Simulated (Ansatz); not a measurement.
# GaH3 + HBr: a complex and its separated parts

The complex below is one end of an elementary step. How strongly is it bound against its free parts?

Method: PBE0-D4/def2-TZVP structures, single points in def2-TZVPP, no counterpoise correction; program: Ansatz 0.2.0, Gaussian basis.

Levels: SPW92, PBE-D4, BLYP-D4, r2SCAN-D4, B97M-V, PBE0-D4, B3LYP-D4, r2SCAN0-D4, BHLYP-D4, CAM-B3LYP-D4, wB97X-V, wB97M-V, B2PLYP, PBE-QIDH, RPA on PBE, Hartree-Fock, MP2, CCSD, CCSD(T).

Correlated methods freeze the cores. Filled d shells of the heavier atoms are correlated. B3LYP uses VWN-RPA correlation. B2PLYP carries no dispersion term here.

95 further runs of the same task are left out: 1 that didn't finish, 94 set aside as unsound or not needed.

### Step 1. Where the work starts

The complex: 6 atoms, charge 0, spin multiplicity 1.

Atoms are counted from 1 here; the program's logs count them from 0.

Bond lengths: Ga1–H2 1.574 Å, Ga1–H3 1.569 Å, Ga1–H4 1.569 Å, Ga1–Br6 2.880 Å, H5–Br6 1.423 Å. Angles: H2–Ga1–H3 119.4°, H2–Ga1–H4 119.4°, H2–Ga1–Br6 90.9°, H3–Ga1–H4 120.1°, H3–Ga1–Br6 94.6°, H4–Ga1–Br6 94.6°, Ga1–Br6–H5 92.1°.

As a file:

```mol
BrGaH4
  3D, bonds by distance, orders not assigned

  6  5  0  0  0  0  0  0  0  0999 V2000
   -0.5936   -0.5077   -0.5473 Ga  0  0
    0.2935    0.2770   -1.5837 H   0  0
   -0.2064   -1.9778   -0.1574 H   0  0
   -1.9891    0.0757   -0.1286 H   0  0
    1.6668    1.4367    0.7685 H   0  0
    0.8287    0.6961    1.6485 Br  0  0
  1  2  8  0
  1  3  8  0
  1  4  8  0
  1  6  8  0
  5  6  8  0
M  END
```

Its parts: GaH3 holds atoms 1, 2, 3, 4; HBr holds atoms 5, 6. Each part counts its atoms afresh in its own runs.

### Step 2. Relaxing GaH3 alone

The input, relax-a/in.yaml:

```yaml
crystal:
  periodic: [false, false, false]
  atoms:
    - {symbol: Ga, position_ang: [-0.593566, -0.507684, -0.547267]}
    - {symbol: H, position_ang: [0.293532, 0.277001, -1.583715]}
    - {symbol: H, position_ang: [-0.206405, -1.977826, -0.157385]}
    - {symbol: H, position_ang: [-1.989119, 0.075711, -0.128568]}
basis:
  gaussian: {orbitals: def2-TZVP}
hamiltonian: {xc: pbe0, dispersion: d4}
relax: {f_tol: 0.005, max_steps: 200}
```

The run is started by

```sh
ansatz run in.yaml --threads 2 --pin off --events-out ev --progress --plain --max-ram 4352MiB
```

After this run come: Relaxing HBr alone; SPW92/def2-TZVPP; PBE-D4/def2-TZVPP; BLYP-D4/def2-TZVPP; r2SCAN-D4/def2-TZVPP; B97M-V/def2-TZVPP; PBE0-D4/def2-TZVPP; B3LYP-D4/def2-TZVPP; r2SCAN0-D4/def2-TZVPP; BHLYP-D4/def2-TZVPP; CAM-B3LYP-D4/def2-TZVPP; wB97X-V/def2-TZVPP; wB97M-V/def2-TZVPP; B2PLYP/def2-TZVPP; PBE-QIDH/def2-TZVPP; RPA on PBE/def2-TZVPP; CCSD(T)/def2-TZVPP; Vibrations of GaH3; Vibrations of HBr.

Q: Predict the outcome of this session. Wanted: complex less parts, CCSD(T)/def2-TZVPP; with zero-point energy; largest T1 diagnostic.

**Answer**, as computed:

```
                              quantity         value
complex less parts, CCSD(T)/def2-TZVPP  -23.7 kJ/mol
                with zero-point energy  -17.5 kJ/mol
                 largest T1 diagnostic         0.013
```

What this shows: At CCSD(T) the complex lies 23.7 kJ/mol below its parts. The functionals run from PBE-QIDH, off by -0.2 kJ/mol, to SPW92, off by -20.2 kJ/mol, against CCSD(T). By rung, the mean size of the error is: LDA 20.2, GGA 3.5, meta-GGA 3.0, hybrid 2.1, range-separated hybrid 1.0, double hybrid 3.2 kJ/mol. PBE-D4 gives a relative energy 4.3 kJ/mol too low, outside chemical accuracy (1 kcal/mol, 4.2 kJ/mol). The complex's frequency run has imaginary modes: the structure is no minimum, so both the energy and the zero-point correction are in doubt. No counterpoise was applied, and triple zeta lacks some correlation, so the CCSD(T) reference has a basis error of its own, and close matches with it are partly luck.
